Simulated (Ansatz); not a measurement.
# CH₈GeSi₂: how energies converge with the basis set

An exercise on one series of results from a longer session: the logs are not shown, and one member is left open.

Program: Ansatz 0.2.0, Gaussian basis. Level of theory: one geometry, several basis sets. These are calculated values, not measurements.

Plan: PBE0-D4/def2-SVP; ωB97M-V/def2-SVP; PBE0-D4/def2-QZVPP; ωB97M-V/def2-QZVPP; the functionals' def2-TZVPP values are taken from earlier runs.

## The relaxed structure

An earlier PBE0-D4 in a triple-zeta def2 set relaxation fixed the geometry.

SMILES `[CH2]1[SiH2][SiH2][GeH2]1`, 12 atoms, charge 0, spin multiplicity 1.

Atoms are counted from 1 here; the program's logs count them from 0.

Bond lengths: C1–Si2 1.892 Å, C1–Ge4 1.994 Å, C1–H5 1.094 Å, C1–H6 1.090 Å, Si2–Si3 2.349 Å, Si2–H7 1.490 Å, Si2–H8 1.490 Å, Si3–Ge4 2.399 Å, Si3–H9 1.489 Å, Si3–H10 1.486 Å, Ge4–H11 1.540 Å, Ge4–H12 1.540 Å. Angles: Si2–C1–Ge4 97.7°, Si2–C1–H5 110.4°, Si2–C1–H6 116.4°, Ge4–C1–H5 107.9°, Ge4–C1–H6 115.5°, H5–C1–H6 108.5°, C1–Si2–Si3 91.0°, C1–Si2–H7 116.1°, C1–Si2–H8 109.9°, Si3–Si2–H7 121.3°, Si3–Si2–H8 109.2°, H7–Si2–H8 108.3°, Si2–Si3–Ge4 76.1°, Si2–Si3–H9 113.8°, Si2–Si3–H10 121.4°, Ge4–Si3–H9 111.5°, Ge4–Si3–H10 121.1°, H9–Si3–H10 109.5° and more.

As a file:

```mol
CH8GeSi2
  3D, bonds by distance, orders not assigned

 12 12  0  0  0  0  0  0  0  0999 V2000
   -1.2302    0.1289   -0.5822 C   0  0
   -0.7012    0.4233    1.2100 Si  0  0
    1.3671   -0.6171    0.8135 Si  0  0
    0.5920   -0.0219   -1.3770 Ge  0  0
   -1.7203   -0.8440   -0.6793 H   0  0
   -1.8756    0.8865   -1.0273 H   0  0
   -1.6315   -0.0799    2.2594 H   0  0
   -0.4805    1.8793    1.4403 H   0  0
    1.3469   -2.0926    1.0162 H   0  0
    2.6326   -0.0594    1.3578 H   0  0
    0.6879   -1.0156   -2.5497 H   0  0
    1.0897    1.3575   -1.8478 H   0  0
  1  2  8  0
  2  3  8  0
  3  4  8  0
  1  5  8  0
  1  6  8  0
  2  7  8  0
  2  8  8  0
  3  9  8  0
  3 10  8  0
  4 11  8  0
  4 12  8  0
  1  4  8  0
M  END
```

The first run:

File in.yaml:

```yaml
crystal:
  periodic: [false, false, false]
  atoms:
    - {symbol: C, position_ang: [-1.230175, 0.128871, -0.582224]}
    - {symbol: Si, position_ang: [-0.701236, 0.423318, 1.210029]}
    - {symbol: Si, position_ang: [1.367145, -0.617106, 0.813514]}
    - {symbol: Ge, position_ang: [0.592000, -0.021916, -1.376997]}
    - {symbol: H, position_ang: [-1.720331, -0.844028, -0.679317]}
    - {symbol: H, position_ang: [-1.875634, 0.886482, -1.027334]}
    - {symbol: H, position_ang: [-1.631475, -0.079868, 2.259397]}
    - {symbol: H, position_ang: [-0.480488, 1.879256, 1.440301]}
    - {symbol: H, position_ang: [1.346937, -2.092564, 1.016194]}
    - {symbol: H, position_ang: [2.632620, -0.059436, 1.357844]}
    - {symbol: H, position_ang: [0.687914, -1.015593, -2.549652]}
    - {symbol: H, position_ang: [1.089724, 1.357485, -1.847753]}
basis:
  gaussian: {orbitals: def2-SVP}
hamiltonian: {xc: pbe0, dispersion: d4}
output: {orbitals: {seedname: orbitals}}
```

Launch:

```bash
ansatz run in.yaml --threads 4 --pin off --events-out ev --progress --plain --max-ram 10444MiB
```

Steps of the session up to this table: PBE0-D4 in def2-SVP; ωB97M-V in def2-SVP; PBE0-D4 in def2-QZVPP; ωB97M-V in def2-QZVPP.

One of the session's tables, all rows but one given; the rest of the session is left out.

It belongs to the step «Density functionals: the series». 

| functional | basis | HOMO (eV) | LUMO (eV) |
| --- | --- | --- | --- |
| PBE0-D4 | def2-SVP | ? | ? |
| PBE0-D4 | def2-TZVPP | -7.24 | -0.39 |
| PBE0-D4 | def2-QZVPP | -7.24 | -0.44 |
| ωB97M-V | def2-SVP | -9.19 | 1.65 |
| ωB97M-V | def2-TZVPP | -9.19 | 1.30 |
| ωB97M-V | def2-QZVPP | -9.19 | 0.94 |

Q: Estimate the row for PBE0-D4, def2-SVP from the others.

The run gave: HOMO (eV): -7.28; LUMO (eV): -0.25. In the column «HOMO (eV)» it lies between ωB97M-V, def2-QZVPP (-9.19) and PBE0-D4, def2-TZVPP (-7.24).
